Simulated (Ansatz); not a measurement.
# BrFH: the cost of one run

Method: the levels named in each step, in Ansatz 0.2.0.

## Step 1: The structure to begin with

Bond lengths: F1–H3 0.933 Å.

As a file:

```xyz
3

F    -2.0335    1.9271   -0.7677
Br    0.5014   -0.4867    0.1844
H    -1.4204    2.2550   -0.1461
```

## Step 2: A rough first relaxation, PBE-D4/def2-SVP

This run stands in another session on the same molecule. It ended at:

```xyz
3

F    -1.7805    1.6175   -0.7022
Br    0.1121   -0.0539    0.0648
H    -1.2841    2.1319   -0.0921
```

## Step 3: Relaxation, PBE0-D4/def2-TZVPP

This run stands in another session on the same molecule. It ended at:

```xyz
3

F    -1.7618    1.6522   -0.6727
Br    0.2807   -0.3048    0.0893
H    -1.4714    2.3481   -0.1461
```

## Step 4: Relaxation, CCSD(T)/cc-pV(T+d)Z

Input file input.yaml:

```yaml
crystal:
  periodic: [false, false, false]
  atoms:
    - { symbol: F, position_ang: [-1.76179729, 1.65223103, -0.67265021] }
    - { symbol: Br, position_ang: [0.28070962, -0.30479255, 0.08934542] }
    - { symbol: H, position_ang: [-1.47137233, 2.34809152, -0.1460952] }
magnetization:
  spin_polarized: true
  initial_magnetization: 1
basis:
  gaussian: { orbitals: "cc-pV(T+d)Z.json" }
correlation:
  method: ccsd_t
scf:
  omitted_lower_state_checks: [cluster_reference]
relax:
  f_tol: 0.002
  max_steps: 40
```

Started as:

```sh
$ ansatz run input.yaml --threads 4 --pin off --max-ram 10240MiB --backend cpu --events-out ev --progress --plain --runs-dir out
```

Q: Estimate wall time and peak memory on 4 threads of Arm Neoverse V2, shared host.

About 9.2 min, with a peak of 0.8 GiB.
